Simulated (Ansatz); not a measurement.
# Cl: the cost of one run

Program: Ansatz 0.2.0. Level of theory: DFT PBEsol, plane waves, PAW, scalar-relativistic, no spin polarisation. These are calculated values, not measurements.

### Step 1. The system as given

The cell holds 12 atoms (Cl12): a = 7.910 Å, b = 7.910 Å, c = 7.910 Å, α = 90.00°, β = 90.00°, γ = 90.00°.

Coordinates:

```cif
data_structure
_symmetry_space_group_name_H-M 'P 1'
_symmetry_Int_Tables_number 1
_cell_length_a 7.9105
_cell_length_b 7.9105
_cell_length_c 7.9105
_cell_angle_alpha 90.000
_cell_angle_beta 90.000
_cell_angle_gamma 90.000
_cell_volume 495.00
loop_
_atom_site_label
_atom_site_type_symbol
_atom_site_fract_x
_atom_site_fract_y
_atom_site_fract_z
_atom_site_occupancy
Cl1 Cl 0.64352 0.47462 0.96589 1
Cl2 Cl 0.66369 0.39654 0.72425 1
Cl3 Cl 0.87020 0.17587 0.26318 1
Cl4 Cl 0.99292 0.04369 0.08329 1
Cl5 Cl 0.74666 0.87202 0.48039 1
Cl6 Cl 0.61698 0.75731 0.29353 1
Cl7 Cl 0.41257 0.94749 0.80481 1
Cl8 Cl 0.31937 0.90936 0.57082 1
Cl9 Cl 0.22695 0.39487 0.58315 1
Cl10 Cl 0.29174 0.40364 0.33695 1
Cl11 Cl 0.07404 0.63864 0.10349 1
Cl12 Cl 0.05143 0.64145 0.84977 1
```

### Step 2. Preparing the start

Contents of input.yaml:

```yaml
accuracy: low
crystal:
  lattice:
    - [7.91046, 0.0, 0.0]
    - [0.0, 7.91046, 0.0]
    - [0.0, 0.0, 7.91046]
  atoms:
    - { symbol: Cl, position: [0.6435156, 0.4746192, 0.9658873] }
    - { symbol: Cl, position: [0.6636897, 0.3965385, 0.7242532] }
    - { symbol: Cl, position: [0.8702, 0.1758669, 0.2631765] }
    - { symbol: Cl, position: [0.9929224, 0.0436867, 0.0832925] }
    - { symbol: Cl, position: [0.7466639, 0.8720158, 0.4803866] }
    - { symbol: Cl, position: [0.6169823, 0.7573108, 0.2935281] }
    - { symbol: Cl, position: [0.412566, 0.9474916, 0.80481] }
    - { symbol: Cl, position: [0.3193688, 0.9093618, 0.5708206] }
    - { symbol: Cl, position: [0.2269514, 0.3948728, 0.5831489] }
    - { symbol: Cl, position: [0.2917409, 0.4036356, 0.3369454] }
    - { symbol: Cl, position: [0.0740436, 0.6386431, 1.1034862] }
    - { symbol: Cl, position: [0.0514274, 0.6414518, 0.8497713] }
basis:
  ecutwfc: 420.0
kpoints:
  mp_grid: { grid: [1, 1, 1] }
hamiltonian:
  xc: pbesol
scf:
  occupations: { method: fermi_dirac, width: 0.05 }
  lower_state_search: "off"
relax:
  f_tol: 0.3
  max_steps: 15
  adjacent_minimum: "off"
```

Launch:

```console
$ ansatz run input.yaml --threads 1 --pin off --max-ram 3072MiB --backend cpu --events-out ev --progress --plain --runs-dir out
```

**Question.** How long does this run take on 1 thread of Arm Neoverse V2, shared host, and how much memory does it need?

About 3.6 s, with a peak of 0.4 GiB.
